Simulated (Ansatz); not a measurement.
# MnGa4: the cost of one run

All numbers are computed with Ansatz 0.2.0, driven from Python. Level of theory: DFT PBEsol, plane waves, PAW.

**1. The system**

Symmetry: Im-3m, No. 229, cubic system. The conventional cell has a = 5.544 Å, b = 5.544 Å, c = 5.544 Å, α = 90.00°, β = 90.00°, γ = 90.00°. Around Mn (site symmetry m-3m) lie 8 Ga at 2.40 Å. Around Ga (site symmetry -3m) lie 2 Mn at 2.40 Å.

No structure file is read: the coordinates are typed or built in the script.

**2. The code**

File mnga4_jij.py:

```python
'''Pair couplings between the moments of MnGa4.'''

import ansatz as az
from ase import Atoms
import numpy as np

atoms = Atoms(
    ['Mn', 'Ga', 'Ga', 'Ga', 'Ga'],
    scaled_positions=[
        (0.0, 0.0, 0.0),
        (0.0, 0.0, 0.5),
        (0.0, 0.5, 0.0),
        (0.5, 0.0, 0.0),
        (0.5, 0.5, 0.5),
    ],
    cell=[
        (-2.771864, 2.771864, 2.771864),
        (2.771864, -2.771864, 2.771864),
        (2.771864, 2.771864, -2.771864),
    ],
    pbc=True,
)
atoms.set_initial_magnetic_moments([4, 0.0, 0.0, 0.0, 0.0])
cell = az.Crystal.from_ase(atoms)

calc = (
    cell.calculation()
    .functional('pbesol')
    .basis(550)
    .kpoints(mesh=(6, 6, 6))
    .occupations('fermi_dirac', width=0.05)
    .spin('collinear')
    .eigenstates(nscf_kmesh=(6, 6, 6))
    .exchange_couplings(magnetic=['Mn'])
)
couplings = calc.run(threads=1).exchange_couplings().to_plain()
for atom in couplings['atoms']:
    print(atom['site']['symbol'], atom['role'], 'moment', round(atom['moment_mub'], 3), 'muB')
shells = {}
for pair in couplings['pairs']:
    key = (pair['site'], pair['partner'], round(float(np.linalg.norm(pair['displacement_ang'])), 2))
    shells.setdefault(key, []).append(1000 * pair['coupling_ev'])
print('site partner distance (A)  count  mean J (meV)')
for (i, j, d), values in sorted(shells.items(), key=lambda item: item[0][2])[:8]:
    print(f'{i:4d} {j:7d} {d:12.2f} {len(values):6d} {np.mean(values):13.3f}')
print('mean-field order:', couplings['mean_field_order'])
```

**3. The run**

Run with:

```
$ python mnga4_jij.py
```

Q: Estimate wall time and peak memory on 1 thread of Intel Xeon 6975P-C (Granite Rapids), shared host.

About 70 s, with a peak of 1.4 GiB.
